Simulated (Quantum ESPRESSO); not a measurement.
Crystal: WC4.

```
CELL_PARAMETERS angstrom
-1.68356 2.78368 3.21599
1.68356 -2.78368 3.21599
1.68356 2.78368 -3.21599
ATOMIC_POSITIONS crystal
W 0.00000 0.00000 0.00000
C 0.15080 0.34410 0.80670
C 0.84920 0.65590 0.19330
C 0.46260 0.65590 0.80670
C 0.53740 0.34410 0.19330
```

The cell was built by a generator and needn't be a form met in nature.

Base run:

- Program: Quantum ESPRESSO 7.5
- Functional: PBE
- Potentials or basis: SSSP 1.3 efficiency PBE
- Cutoff: 748 eV
- Density cutoff: 5987 eV
- k mesh: 9 × 9 × 9
- Occupations: fermi-dirac, width 0.05 eV
- Spin: no spin polarisation

Its results: band gap on the k mesh none (metal or under the smearing width); pressure -43.3 GPa; largest force 1.191 eV/Å.

**Question.** The run is repeated on the same cell with these changes: functional from PBE to PBEsol; occupations from fermi-dirac, width 0.05 eV to gaussian, width 0.2 eV. What comes out?

**Answer.** Band gap on the k mesh none (metal or under the smearing width); pressure -48.2 GPa; largest force 1.173 eV/Å.

Caveats: a pressure of tens of GPa on the cell as given is suspect, and the run, the potentials or the cell itself is likely at fault; forces of over 1 eV/Å show positions far from the minimum, so gaps and moduli don't describe the material at rest (some runs); the potentials were made for another functional, which shifts forces and pressure (some runs); spin-orbit coupling is left out, which moves the levels of the heavy elements (some runs).
